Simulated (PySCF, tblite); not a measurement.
**C5H10AlFO: geometry, infrared bands and NMR shifts**

Wanted: the infrared bands and NMR shifts of C5H10AlFO (`CC#[C][AlH2-][O+](C)CF`), by calculation.

Programs: tblite 0.8.0 and PySCF 2.14.0, with density-fitted response routines of our own. Each step states its level of theory. These are calculated values for one molecule in the gas phase, unless marked as measured. Atoms are numbered from 0 throughout.

**1. The molecule as given**

18 atoms, charge 0, multiplicity 1; geometry from: force field or distance geometry start.

Bonds of the start (Å): C0–C1 1.48, C1–C2 1.20, C2–Al3 1.93, Al3–O4 1.81, O4–C5 1.39, O4–C6 1.38, C6–F7 1.40, C0–H8 1.09, C0–H9 1.12, C0–H10 1.10, Al3–H11 1.63, Al3–H12 1.59, C5–H13 1.12, C5–H14 1.09, C5–H15 1.13, C6–H16 1.12, C6–H17 1.09.

**2. Relaxing the molecule with GFN2-xTB**

Job settings and geometry (Å):

```
{"job": {"kind": "relax", "xc": "GFN2-xTB", "basis": "xTB"}, "charge": 0, "multiplicity": 1}
C      3.836700     0.822000    -0.249000
C      2.530000     0.126400    -0.277400
C      1.481200    -0.451900    -0.267300
Al    -0.212000    -1.370700    -0.300800
O     -1.631300    -0.309700     0.067900
C     -2.775500    -0.589200    -0.670600
C     -1.374000     1.045000     0.071500
F     -2.470100     1.681100     0.667100
H      3.977300     1.274100    -1.229200
H      3.802200     1.635700     0.522300
H      4.650400     0.146000     0.043000
H     -0.209200    -2.559600     0.817500
H     -0.486900    -2.134300    -1.666800
H     -2.898300    -1.705600    -0.630000
H     -2.768100    -0.207500    -1.692900
H     -3.622100    -0.137700    -0.064700
H     -1.379200     1.393000    -0.994800
H     -0.459900     1.349100     0.577800
```

Started as:

```bash
OMP_NUM_THREADS=1 python probes_run.py task.json out
```

One launch serves the whole session: the jobs run in the order shown.

**Question.** This job is followed by: GFN2-xTB harmonic vibrations, gas phase; GIAO PBE0/pcSseg-1 NMR shielding, non-relativistic, gas phase. What will the session give for the following? strongest single infrared mode (GFN2-xTB); zero-point energy (GFN2-xTB); 13C shifts against TMS (PBE0/pcSseg-1); 1H shifts against TMS (PBE0/pcSseg-1, means over atoms taken as alike); 27Al shifts against AlH4- (PBE0/pcSseg-1); 17O shifts against H2O (PBE0/pcSseg-1); 19F shifts against CFCl3 (PBE0/pcSseg-1).

**Answer**, as computed:

| quantity | value |
| --- | --- |
| strongest single infrared mode (GFN2-xTB) | 718 cm⁻¹, 614 km/mol |
| zero-point energy (GFN2-xTB) | 81.8 kcal/mol |
| 13C shifts against TMS (PBE0/pcSseg-1) | 116.6, 105.2, 96.0, 57.7, 6.6 ppm |
| 1H shifts against TMS (PBE0/pcSseg-1, means over atoms taken as alike) | 6.30, 4.18, 4.02, 2.08 ppm |
| 27Al shifts against AlH4- (PBE0/pcSseg-1) | 62.7 ppm |
| 17O shifts against H2O (PBE0/pcSseg-1) | 51.9 ppm |
| 19F shifts against CFCl3 (PBE0/pcSseg-1) | -186.6 ppm |

The optimisation took 125 steps and gained 1.003 eV; among the close pairs (by a distance rule), Al3–O4 changed most, from 1.810 to 1.920 Å. The lowest mode is slightly imaginary (16i cm⁻¹), a soft motion within the noise of the Hessian, so the minimum is not strictly shown. The strongest single mode, at 718 cm⁻¹, moves mainly H12 and H11. Unscaled tight-binding wavenumbers are off by several per cent, some by more. Its intensities can rank the bands wrongly. H16, H17 (mean) (hydrogen on an sp3 CH2 bonded to F and O) lies farthest downfield among hydrogen, at 6.30 ppm; its carbon carries F and O, an electronegative neighbour. At PBE0/pcSseg-1: The largest span, 299 ppm, is at C1, where the paramagnetic term is -203 ppm.
